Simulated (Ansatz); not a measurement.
**C₂H₉AlN₂: basis-set convergence**

One table from this session's results is given with a row withheld; the runs are named, their logs left out.

The runs use Ansatz 0.2.0, Gaussian basis; one geometry, several basis sets.

The runs, in order: PBE0-D4/def2-SVP; ωB97M-V/def2-SVP; PBE0-D4/def2-QZVPP; ωB97M-V/def2-QZVPP; the functionals' def2-TZVPP values are taken from earlier runs.

## The relaxed structure

An earlier PBE0-D4 in a triple-zeta def2 set relaxation fixed the geometry.

14 atoms, charge 0, spin multiplicity 1.

Atoms are counted from 1 here; the program's logs count them from 0.

Bond lengths: C1–N2 1.440 Å, C1–H6 1.093 Å, C1–H7 1.100 Å, C1–H8 1.100 Å, N2–C3 1.441 Å, N2–Al4 1.775 Å, C3–H9 1.093 Å, C3–H10 1.100 Å, C3–H11 1.100 Å, Al4–N5 1.770 Å, Al4–H12 1.580 Å, N5–H13 1.006 Å, N5–H14 1.007 Å. Angles: N2–C1–H6 111.1°, N2–C1–H7 111.8°, N2–C1–H8 111.8°, H6–C1–H7 107.4°, H6–C1–H8 107.4°, H7–C1–H8 107.0°, C1–N2–C3 112.4°, C1–N2–Al4 124.9°, C3–N2–Al4 122.7°, N2–C3–H9 110.8°, N2–C3–H10 111.8°, N2–C3–H11 111.8°, H9–C3–H10 107.6°, H9–C3–H11 107.6°, H10–C3–H11 107.1°, N2–Al4–N5 120.5°, N2–Al4–H12 119.2°, N5–Al4–H12 120.3° and more.

Set-up of the first run:

Input file in.yaml:

```yaml
crystal:
  periodic: [false, false, false]
  atoms:
    - {symbol: C, position_ang: [-0.208911, 1.032685, -1.053857]}
    - {symbol: N, position_ang: [-0.335756, -0.174069, -0.279092]}
    - {symbol: C, position_ang: [-1.335076, -1.065869, -0.811242]}
    - {symbol: Al, position_ang: [0.611379, -0.553364, 1.173399]}
    - {symbol: N, position_ang: [1.818335, 0.589518, 1.781834]}
    - {symbol: H, position_ang: [0.555714, 1.691429, -0.634566]}
    - {symbol: H, position_ang: [-1.151545, 1.599493, -1.084984]}
    - {symbol: H, position_ang: [0.074170, 0.820714, -2.095816]}
    - {symbol: H, position_ang: [-1.407107, -1.973075, -0.205413]}
    - {symbol: H, position_ang: [-1.101659, -1.371693, -1.842114]}
    - {symbol: H, position_ang: [-2.331072, -0.598557, -0.830574]}
    - {symbol: H, position_ang: [0.366016, -1.924888, 1.918688]}
    - {symbol: H, position_ang: [2.054818, 1.486658, 1.392560]}
    - {symbol: H, position_ang: [2.377795, 0.411820, 2.599877]}
basis:
  gaussian: {orbitals: def2-SVP}
hamiltonian: {xc: pbe0, dispersion: d4}
output: {orbitals: {seedname: orbitals}}
```

Command:

```
$ ansatz run in.yaml --threads 4 --pin off --events-out ev --progress --plain --max-ram 10444MiB
```

Steps of the session up to this table: PBE0-D4 in def2-SVP; ωB97M-V in def2-SVP; PBE0-D4 in def2-QZVPP; ωB97M-V in def2-QZVPP.

One of the session's tables, all rows but one given; the rest of the session is left out.

It belongs to the step «Functionals by basis». 

| functional | basis | HOMO (eV) | LUMO (eV) |
| --- | --- | --- | --- |
| PBE0-D4 | def2-SVP | ? | ? |
| PBE0-D4 | def2-TZVPP | -6.12 | 0.30 |
| PBE0-D4 | def2-QZVPP | -6.15 | 0.08 |
| ωB97M-V | def2-SVP | -8.24 | 2.29 |
| ωB97M-V | def2-TZVPP | -8.41 | 1.82 |
| ωB97M-V | def2-QZVPP | -8.45 | 1.20 |

Estimate the missing values for PBE0-D4, def2-SVP.

The run gave: HOMO (eV): -5.96; LUMO (eV): 0.61. In the column «HOMO (eV)» it is the highest.
